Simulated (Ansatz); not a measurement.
# Cl2H5NSi: the cost of one run

Program: Ansatz 0.2.0. Level of theory: RKS B3LYP-D4/def2-SVP. These are calculated values, not measurements.

### 1 The starting structure

Bond lengths: Si1–Cl3 2.021 Å, Si1–Cl4 2.022 Å, Si1–H5 1.468 Å, Si1–N7 2.122 Å, N7–H8 1.012 Å, N7–H9 1.012 Å. Angles: Cl3–Si1–Cl4 121.1°, Cl3–Si1–H5 100.6°, Cl3–Si1–N7 116.7°, Cl4–Si1–H5 100.7°, Cl4–Si1–N7 115.7°, H5–Si1–N7 94.0°, Si1–N7–H8 115.0°, Si1–N7–H9 116.0°, H8–N7–H9 107.1°.

As a file:

```xyz
9

Si   -0.6099   -0.6508   -0.0783
H     1.1961   -0.8360    0.3960
Cl   -0.3105   -1.8561   -1.6729
Cl   -1.1664   -1.4073    1.7120
H    -1.8456    0.0306   -0.4819
H     1.3610    0.1309    0.3144
N     0.5278    1.1386   -0.0076
H     0.2364    1.8036    0.6979
H     0.6111    1.6466   -0.8794
```

### 2 A restrained relaxation towards end A

Springs on the bonds that form and break draw the guess towards this end; the thresholds are loose.

Input file input.yaml:

```yaml
crystal:
  periodic: [false, false, false]
  atoms:
    - { symbol: Si, position_ang: [-0.6099, -0.6508, -0.0783] }
    - { symbol: H, position_ang: [1.1961, -0.836, 0.396] }
    - { symbol: Cl, position_ang: [-0.3105, -1.8561, -1.6729] }
    - { symbol: Cl, position_ang: [-1.1664, -1.4073, 1.712] }
    - { symbol: H, position_ang: [-1.8456, 0.0306, -0.4819] }
    - { symbol: H, position_ang: [1.361, 0.1309, 0.3144] }
    - { symbol: "N", position_ang: [0.5278, 1.1386, -0.0076] }
    - { symbol: H, position_ang: [0.2364, 1.8036, 0.6979] }
    - { symbol: H, position_ang: [0.6111, 1.6466, -0.8794] }
basis:
  gaussian: { orbitals: def2-SVP }
hamiltonian:
  xc: b3lyp
  dispersion: d4
relax:
  f_tol: 0.15
  max_steps: 25
  restrain:
    - { distance: [0, 6], at: 3.12, k: 30.0 }
    - { distance: [5, 1], at: 1.92, k: 30.0 }
    - { distance: [0, 1], at: 1.42, k: 30.0 }
    - { distance: [5, 6], at: 1.02, k: 30.0 }
output:
  orbitals: {}
```

Launch:

```sh
> ansatz run input.yaml --threads 2 --pin off --max-ram 3072MiB --backend cpu --events-out ev --progress --plain --runs-dir out
```

What time and memory should one allow on 2 threads of AMD EPYC 9R45 (Zen 5), shared host?

About 13 s, with a peak of 0.21 GiB.
